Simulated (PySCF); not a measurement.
# WO₃: relaxation and vibrations of the singlet

Where does singlet WO₃ go from a T-shaped start, is the end point a minimum, and what are its modes, charges and moments?

Computed with PySCF 2.14.0. Level: PBE0, basis W def2-TZVP with ECP60, O def2-TZVP, scalar-relativistic core potentials, no spin–orbit coupling, density fitting.

## (1) The system as given

4 atoms, charge 0, spin multiplicity 1.

Bond lengths: W1–O2 1.770 Å, W1–O3 1.770 Å, W1–O4 1.770 Å. Angles: O2–W1–O3 88.0°, O2–W1–O4 88.0°, O3–W1–O4 176.0°.

Coordinates in bohr (charge 0 multiplicity 1):
```
W     0.0000    0.0000    0.0000
O     0.0000    0.0000    3.3448
O     3.3427    0.0000    0.1168
O    -3.3427    0.0000    0.1168
```

## (2) First SCF at the start

The steps below are one call of a driver around PySCF. For each, scf.py gives the equivalent set-up of the SCF; relaxations use the driver's own optimiser. After this first run the driver tries any further starts and a stability analysis.

The input, scf.py:

```python
from pyscf import gto, scf, dft
mol = gto.M(atom='''
W      0.000000     0.000000     0.000000
O      0.000000     0.000000     1.770000
O      1.768900     0.000000     0.061800
O     -1.768900     0.000000     0.061800''',
    basis={'W': 'def2-TZVP', 'O': 'def2-TZVP'},
    ecp={'W': 'def2-TZVP'},
    charge=0, spin=0)
mf = dft.RKS(mol, xc='PBE0')
mf.grids.atom_grid = (50, 194)
aux = {'W': 'def2-universal-JKFIT', 'O': 'def2-universal-JKFIT'}
mf = mf.density_fit(auxbasis=aux)
mf.conv_tol = 1e-08
mf.diis_space = 10
mf.max_cycle = 60
mf.init_guess = 'minao'
mf.verbose = 4
mf.kernel()
```

On the command line:

```
OMP_NUM_THREADS=4 python axn.py task.json out
```

After this run come: T-shaped start, singlet: relaxation; Hessian and properties; Downhill along the imaginary mode; Frequencies.

What does the calculation give? Wanted: minimum; geometry; wavenumbers; dipole moment; highest occupied, lowest empty level; polar-tensor charge of W1; zero-point energy; atomisation energy.

**Answer**, as computed:

```
                                 quantity                                  value
                                  minimum                           singlet, C3v
                                 geometry    W–O 1.716 Å (×3); O–W–O 107.5° (×3)
                       wavenumbers (cm⁻¹)  286 (a1), 348 (e), 970 (e), 1053 (a1)
                            dipole moment                                 5.78 D
     highest occupied, lowest empty level                        -8.91, -4.87 eV
                polar-tensor charge of W1                                +2.00 e
                        zero-point energy                            23.8 kJ/mol
                      entropy at 298.15 K                        289.5 J/(mol K)
atomisation energy (no zero-point energy)                            1906 kJ/mol
```

**Reading.** The T-shaped start (C2v) ends in a minimum of C3v symmetry, after a stop at a saddle point 72.1 kJ/mol higher, from which it was pushed off along an imaginary mode. The strongest infrared band lies at 970 cm⁻¹ (e, stretch). With 5.8 D the molecule is strongly polar. Other starts or spin states, not run here, may lie lower. With an element this heavy the missing spin–orbit coupling can shift these numbers.
